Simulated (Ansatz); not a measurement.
Write a Python script for Ansatz 0.2.0, Python API that makes a ladder of methods at one geometry of CH7AlBNO, SMILES B[CH](N)[AlH][OH]. Settings (for the species named): PBE, cc-pVDZ basis, multiplicity 1. The script varies functional: pbe, lc_wpbe, r2scan0, blyp, hse06.

| atom | x (Å) | y (Å) | z (Å) |
| --- | --- | --- | --- |
| B | -0.4121 | -0.4343 | 1.5935 |
| C | 0.3347 | 0.2257 | 0.3501 |
| N | 1.6781 | -0.2692 | 0.3245 |
| Al | -0.5361 | -0.2836 | -1.3355 |
| O | -1.3040 | 0.9924 | -2.4476 |
| H | -0.5632 | -1.5452 | 1.6975 |
| H | -0.9149 | 0.3250 | 2.3960 |
| H | 0.3741 | 1.3548 | 0.4232 |
| H | 2.2138 | 0.1851 | -0.4275 |
| H | 2.2003 | 0.0813 | 1.2193 |
| H | -0.7875 | -1.8369 | -1.6851 |
| H | -2.2063 | 1.1499 | -2.0744 |

`ch7albno_methods.py`:
```python
"""One geometry of CH7AlBNO, method by method."""

from pathlib import Path

import ansatz as az
import numpy as np

GEOMETRY = """
B    -0.41210   -0.43430    1.59350
C     0.33470    0.22570    0.35010
N     1.67810   -0.26920    0.32450
Al   -0.53610   -0.28360   -1.33550
O    -1.30400    0.99240   -2.44760
H    -0.56320   -1.54520    1.69750
H    -0.91490    0.32500    2.39600
H     0.37410    1.35480    0.42320
H     2.21380    0.18510   -0.42750
H     2.20030    0.08130    1.21930
H    -0.78750   -1.83690   -1.68510
H    -2.20630    1.14990   -2.07440
"""

ch7albno = az.Crystal.molecule()
for line in GEOMETRY.strip().splitlines():
    symbol, *xyz = line.split()
    ch7albno = ch7albno.atom(symbol, [float(v) for v in xyz])

calc = ch7albno.calculation().basis(gaussian="cc-pVDZ")

print("functional    E (Ha)        dipole (D)   HOMO (eV)  LUMO (eV)")
for name in ["pbe", "lc_wpbe", "r2scan0", "blyp", "hse06"]:
    summary = calc.functional(name).forces().orbitals().run(threads=1, pin="off", runs_dir="runs").report
    lines = Path(summary["orbitals_path"]).read_text().splitlines()
    field_of = lambda key: [line.split("=")[1].strip() for line in lines if line.startswith(key)]
    orbitals = [(27.211386 * float(e), s, float(n)) for e, s, n in zip(field_of("Ene="), field_of("Spin="), field_of("Occup="))]
    homo = max(e for e, _, n in orbitals if n > 0.5)
    lumo = min(e for e, _, n in orbitals if n < 0.5)
    dipole = 4.803205 * np.linalg.norm(summary["charge_distribution"]["dipole_moment_e_ang"])
    print(f"{name:10s} {summary['free_energy_ev'] / 27.211386246:14.6f} {dipole:9.3f} {homo:11.3f} {lumo:10.3f}")
```

`python ch7albno_methods.py` gives:
```text
functional    E (Ha)        dipole (D)   HOMO (eV)  LUMO (eV)
pbe           -439.157865     1.651      -5.364     -2.993
lc_wpbe       -439.340183     1.689      -9.507      0.090
r2scan0       -439.384964     1.679      -6.959     -1.966
blyp          -439.469749     1.613      -5.223     -2.836
hse06         -439.187626     1.668      -6.367     -2.510
```

What to keep in mind:
- Total energies depend on the basis set; only differences at equal settings carry meaning.
- The geometry is a force-field or estimated start, not a minimum of this method, and the basis set is short of its limit. A lower total doesn't mark the better method: functionals have no common bound, and MP2 and coupled cluster aren't variational.
- Levels such as HOMO and LUMO are orbital energies: with these approximate functionals they aren't the ionisation energy and electron affinity, and their gap isn't the fundamental gap.
- For Al to Cl the sets with a tight d function, cc-pV(X+d)Z, are usual.
- hse06 follows the composition of plane-wave codes, whose totals differ by tens of mHa, up to about 0.1 Ha, from the form usual in Gaussian-basis programs (wpbeh).
- The whole script took 28 s on 1 thread of Intel(R) Xeon(R) Processor @ 2.30GHz, with other jobs on the host, peak memory 0.35 GiB.
